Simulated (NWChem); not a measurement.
# BClF2 (chlorodifluoroborane): levels of theory compared

We compute a comparison of 6 runs (M06-2X/aug-cc-pVDZ, M06-L/aug-cc-pVDZ, PBE0/aug-cc-pVDZ, TPSS/aug-cc-pVDZ, r2SCAN/aug-cc-pVDZ, revPBE/aug-cc-pVDZ) of BClF2 (chlorodifluoroborane). 

The calculation is run with NWChem 7.3.0.

2 further runs of the same task are left out: 2 set aside as unsound or not needed.

## Step 1: Starting point

BClF2 has 4 atoms, charge 0, and is taken as a singlet. As SMILES, `FB(F)Cl`. The shape is that of a PBE0-D4/def2-TZVP optimisation.

Bond lengths: F1–B2 1.310 Å, B2–F3 1.310 Å, B2–Cl4 1.740 Å. Angles: F1–B2–F3 119.0°, F1–B2–Cl4 120.5°, F3–B2–Cl4 120.5°.

## Step 2: Energy and gradient at M06-2X/aug-cc-pVDZ (run 1)

The input, run.py:

```python
from ase import Atoms
from ase.calculators.nwchem import NWChem

atoms = Atoms(['F', 'B', 'F', 'Cl'], positions=[
    [-0.173700, -1.254300, -0.546300],
    [-0.067100, -0.041300, -0.062000],
    [-1.011600, 0.830100, -0.317700],
    [1.307900, 0.405300, 0.905700],
])

calc = NWChem(
    label='mymol',
    theory='dft',
    memory='2200 mb',
    basis='aug-cc-pVDZ',
    basispar='spherical bse',
    dft={'xc': 'm06-2x', 'mult': '1', 'grid': 'fine', 'convergence': 'energy 1e-08', 'iterations': '100', 'mulliken': None},
)
atoms.calc = calc

forces = atoms.get_forces()
print(f"energy = {atoms.get_potential_energy():.6f} eV")
print("forces (eV/A):")
for s, f in zip(atoms.symbols, forces):
    print(f"{s:2s} {f[0]:10.5f} {f[1]:10.5f} {f[2]:10.5f}")
print("dipole (e A):", atoms.get_dipole_moment().round(4))
```

On the command line:

```
$ export ASE_NWCHEM_COMMAND="nwchem PREFIX.nwi > PREFIX.nwo"
$ python run.py
```

Output:

```text
energy = -18635.451960 eV
forces (eV/A):
F    -0.03954   -0.63753   -0.24451
B     0.31779    0.09631    0.22055
F    -0.48944    0.47267   -0.12490
Cl    0.21119    0.06855    0.14887
dipole (e A): [0.0313 0.0103 0.0221]
```

The calculator wrote mymol.nwi:

```
title "mymol"

permanent_dir mymol

scratch_dir mymol

start mymol

geometry units angstrom nocenter noautosym noautoz
  F  -1.7369999999999999e-01 -1.2543000000000000e+00 -5.4630000000000001e-01
  B  -6.7100000000000007e-02 -4.1300000000000003e-02 -6.2000000000000000e-02
  F  -1.0116000000000001e+00 8.3009999999999995e-01 -3.1769999999999998e-01
  Cl 1.3079000000000001e+00 4.0529999999999999e-01 9.0569999999999995e-01
end

memory 2200 mb

basis spherical bse noprint
   * library aug-cc-pVDZ
end

dft
  xc m06-2x
  mult 1
  grid fine
  convergence energy 1e-08
  iterations 100
  mulliken
end

task dft gradient
```

mymol.nwo (excerpt; [...] marks lines left out):

```text
[...]
         Total DFT energy =     -684.840233537521
[...]
  wavefunction    = closed shell
                         DFT ENERGY GRADIENTS
    atom               coordinates                        gradient
                 x          y          z           x          y          z
   1 F      -0.328245  -2.370283  -1.032357    0.000769   0.012398   0.004755
   2 B      -0.126801  -0.078046  -0.117163   -0.006180  -0.001873  -0.004289
   3 F      -1.911647   1.568662  -0.600366    0.009518  -0.009192   0.002429
   4 Cl      2.471573   0.765906   1.711525   -0.004107  -0.001333  -0.002895
[...]
```

It took 37 s on 1 thread of Intel Xeon Platinum 8488C (Sapphire Rapids), shared host; peak memory 0.12 GiB.

## Step 3: Energy and gradient at M06-L/aug-cc-pVDZ (run 2)

The input, work.nw:

```
start work
title "BClF2 M06-L"
memory total 2200 mb
charge 0
geometry noautosym nocenter noautoz
  F       -0.173700      -1.254300      -0.546300
  B       -0.067100      -0.041300      -0.062000
  F       -1.011600       0.830100      -0.317700
  Cl       1.307900       0.405300       0.905700
end
basis "ao basis" spherical bse
  * library aug-cc-pVDZ
end
dft
  xc m06-l
  grid fine
  convergence energy 1e-08
  maxiter 100
  mulliken
end
task dft gradient
```

On the command line:

```
$ nwchem work.nw > work.out
```

Output:

```text
[...]
          Wavefunction type:  closed shell.
          No. of atoms     :     4
          No. of electrons :    40
[...]
          Charge           :     0
          Spin multiplicity:     1
[...]
          AO basis - number of functions:    96
[...]
              XC Information
              --------------
                        M06-L Method XC Functional
                         M06-L Exchange Functional  1.000
                       M06-L Correlation Potential  1.000
[...]
 d= 0,ls=0.0,diis     1   -684.8068168531 -8.27D+02  1.25D-02  7.27D-01     4.7
[...]
 d= 0,ls=0.0,diis    12   -684.8942432500 -3.26D-09  5.47D-07  3.04D-09    31.9
         Total DFT energy =     -684.894243249984
      One electron energy =    -1229.609365373161
           Coulomb energy =      455.893696565294
    Exchange-Corr. energy =      -53.314885490902
 Nuclear repulsion energy =      142.136311048785
[...]
      Total Density - Mulliken Population Analysis
     ---------------------------------------------
    Atom       Charge   Shell Charges
 -----------   ------   -------------------------------------------------------
    1 F    9     9.38   2.01  0.92  0.97  0.13  3.33  1.90  0.11  0.01  0.01
    2 B    5     3.97   2.02  0.52 -0.22 -0.02  1.48 -0.12  0.01  0.34 -0.03
    3 F    9     9.38   2.01  0.92  0.97  0.13  3.33  1.90  0.11  0.01  0.01
    4 Cl  17    17.28   2.00  2.03  0.93  1.00  0.03  6.00  3.08  2.13  0.03  0.02  0.03
[...]
  wavefunction    = closed shell
                         DFT ENERGY GRADIENTS
    atom               coordinates                        gradient
                 x          y          z           x          y          z
   1 F      -0.328245  -2.370283  -1.032357    0.000679   0.013088   0.004941
   2 B      -0.126801  -0.078046  -0.117163   -0.008137  -0.002514  -0.005667
   3 F      -1.911647   1.568662  -0.600366    0.009936  -0.009771   0.002474
   4 Cl      2.471573   0.765906   1.711525   -0.002478  -0.000804  -0.001748
[...]
```

Run time: 47 s. Hardware: 1 thread of Intel Xeon Platinum 8488C (Sapphire Rapids), shared host; peak memory 0.12 GiB.

## Step 4: Energy and gradient at PBE0/aug-cc-pVDZ (run 3)

The input, bclf2.nw:

```
start bclf2
memory stack 880 mb heap 220 mb global 1100 mb
charge 0

geometry units atomic noautosym nocenter noautoz
  F     -0.32824543    -2.37028348    -1.03235738
  B     -0.12680062    -0.07804569    -0.11716302
  F     -1.91164695     1.56866166    -0.60036599
  Cl     2.47157280     0.76590600     1.71152495
end

basis spherical bse
  * library aug-cc-pVDZ
end

dft
  xc pbe0
  grid fine
  convergence energy 1e-08
  iterations 100
  mulliken
  print medium
end

task dft gradient
```

On the command line:

```
$ nwchem bclf2.nw > bclf2.out
```

Output:

```text
[...]
          Wavefunction type:  closed shell.
          No. of atoms     :     4
          No. of electrons :    40
[...]
          Charge           :     0
          Spin multiplicity:     1
[...]
          AO basis - number of functions:    96
[...]
              XC Information
              --------------
                         PBE0 Method XC Functional
                     Hartree-Fock (Exact) Exchange  0.250
          PerdewBurkeErnzerhof Exchange Functional  0.750
            Perdew 1991 LDA Correlation Functional  1.000 local
           PerdewBurkeErnz. Correlation Functional  1.000 non-local
[...]
 d= 0,ls=0.0,diis     1   -684.4586053463 -8.27D+02  1.35D-02  8.40D-01     3.2
[...]
 d= 0,ls=0.0,diis     8   -684.5519490394 -6.50D-09  1.67D-06  5.12D-08    19.3
         Total DFT energy =     -684.551949039381
      One electron energy =    -1229.431643555617
           Coulomb energy =      455.681261412308
    Exchange-Corr. energy =      -52.937867603072
 Nuclear repulsion energy =      142.136300707000
[...]
      Total Density - Mulliken Population Analysis
     ---------------------------------------------
    Atom       Charge   Shell Charges
 -----------   ------   -------------------------------------------------------
    1 F    9     9.33   2.01  0.89  0.97  0.15  3.35  1.83  0.11  0.00  0.01
    2 B    5     4.14   2.03  0.53 -0.13 -0.01  1.48 -0.09 -0.00  0.35 -0.01
    3 F    9     9.33   2.01  0.89  0.97  0.15  3.35  1.83  0.11  0.00  0.01
    4 Cl  17    17.20   2.00  2.04  0.94  0.96  0.06  6.00  3.10  1.99  0.06  0.02  0.02
[...]
  wavefunction    = closed shell
                         DFT ENERGY GRADIENTS
    atom               coordinates                        gradient
                 x          y          z           x          y          z
   1 F      -0.328245  -2.370283  -1.032357    0.000962   0.013458   0.005237
   2 B      -0.126801  -0.078046  -0.117163   -0.008599  -0.002662  -0.005992
   3 F      -1.911647   1.568662  -0.600366    0.010418  -0.009893   0.002717
   4 Cl      2.471573   0.765906   1.711525   -0.002781  -0.000902  -0.001961
[...]
```

It took 34 s on 1 thread of Intel Xeon Platinum 8488C (Sapphire Rapids), shared host; peak memory 0.11 GiB.

Runs 4 to 5 aren't shown in full; the table further down has their settings and results.

## Step 5: Energy and forces at revPBE/aug-cc-pVDZ (run 6)

The input, bclf2.xyz:

```xyz
4

F     -0.173700    -1.254300    -0.546300
B     -0.067100    -0.041300    -0.062000
F     -1.011600     0.830100    -0.317700
Cl     1.307900     0.405300     0.905700
```

The input, run.py:

```python
from ase.io import read
from ase.calculators.nwchem import NWChem

molecule = read('bclf2.xyz')

calc = NWChem(
    label='bclf2',
    theory='dft',
    memory='2200 mb',
    basis='aug-cc-pVDZ',
    basispar='spherical bse',
    dft={'xc': 'revpbe cpbe96', 'mult': '1', 'grid': 'fine', 'convergence': 'energy 1e-08', 'iterations': '100', 'mulliken': None},
)
molecule.calc = calc

forces = molecule.get_forces()
e = molecule.get_potential_energy()
print(f"E = {e:.6f} eV")
print("forces (eV/A):")
for s, f in zip(molecule.symbols, forces):
    print(f"{s:2s} {f[0]:10.5f} {f[1]:10.5f} {f[2]:10.5f}")
print("dipole (e A):", molecule.get_dipole_moment().round(4))
```

On the command line:

```
$ export ASE_NWCHEM_COMMAND="nwchem PREFIX.nwi > PREFIX.nwo"
$ python run.py
```

Output:

```text
E = -18633.318105 eV
forces (eV/A):
F    -0.10968   -1.57732   -0.61233
B     0.75462    0.23850    0.52821
F    -1.21156    1.15489   -0.31481
Cl    0.56662    0.18399    0.39898
dipole (e A): [0.0242 0.0081 0.0171]
```

The calculator wrote bclf2.nwi:

```
title "bclf2"

permanent_dir bclf2

scratch_dir bclf2

start bclf2

geometry units angstrom nocenter noautosym noautoz
  F  -1.7369999999999999e-01 -1.2543000000000000e+00 -5.4630000000000001e-01
  B  -6.7100000000000007e-02 -4.1300000000000003e-02 -6.2000000000000000e-02
  F  -1.0116000000000001e+00 8.3009999999999995e-01 -3.1769999999999998e-01
  Cl 1.3079000000000001e+00 4.0529999999999999e-01 9.0569999999999995e-01
end

memory 2200 mb

basis spherical bse noprint
   * library aug-cc-pVDZ
end

dft
  xc revpbe cpbe96
  mult 1
  grid fine
  convergence energy 1e-08
  iterations 100
  mulliken
end

task dft gradient
```

bclf2.nwo (excerpt; [...] marks lines left out):

```text
[...]
         Total DFT energy =     -684.761815835967
[...]
  wavefunction    = closed shell
                         DFT ENERGY GRADIENTS
    atom               coordinates                        gradient
                 x          y          z           x          y          z
   1 F      -0.328245  -2.370283  -1.032357    0.002133   0.030674   0.011908
   2 B      -0.126801  -0.078046  -0.117163   -0.014675  -0.004638  -0.010272
   3 F      -1.911647   1.568662  -0.600366    0.023561  -0.022459   0.006122
   4 Cl      2.471573   0.765906   1.711525   -0.011019  -0.003578  -0.007759
[...]
```

Run time: 35 s. Hardware: 1 thread of Intel Xeon Platinum 8488C (Sapphire Rapids), shared host; peak memory 0.12 GiB.

## Step 6: All runs side by side

```csv
run,level,energy (Eh),dipole moment (D),HOMO energy (eV),LUMO energy (eV),wall time
1,M06-2X/aug-cc-pVDZ,-684.840234,0.19,-11.32,-0.12,37 s
2,M06-L/aug-cc-pVDZ,-684.894243,0.13,-8.77,-0.90,47 s
3,PBE0/aug-cc-pVDZ,-684.551949,0.21,-9.95,-0.32,34 s
4,TPSS/aug-cc-pVDZ,-684.961779,0.14,-8.51,-1.21,37 s
5,r2SCAN/aug-cc-pVDZ,-684.797969,0.15,-8.79,-0.91,38 s
6,revPBE/aug-cc-pVDZ,-684.761816,0.15,-8.36,-1.26,35 s
```

## Step 7: What came out

| quantity | value |
| --- | --- |
| run 6: total energy | -684.76182 Eh |
| run 6: dipole moment | 0.15 D |
| run 6: HOMO energy | -8.36 eV |
| run 6: LUMO energy | -1.26 eV |
| run 6: HOMO–LUMO gap | 7.09 eV |
| run 6: largest force on an atom | 1.703 eV/Å |

In words: The dipole moment (its size) runs from 0.13 D (M06-L/aug-cc-pVDZ) to 0.21 D (PBE0/aug-cc-pVDZ). The HOMO–LUMO gap runs from 7.09 eV (revPBE/aug-cc-pVDZ) to 11.20 eV (M06-2X/aug-cc-pVDZ). Totals of different functionals can't be ranked against each other. All runs together took 3.8 min, the longest 47 s.
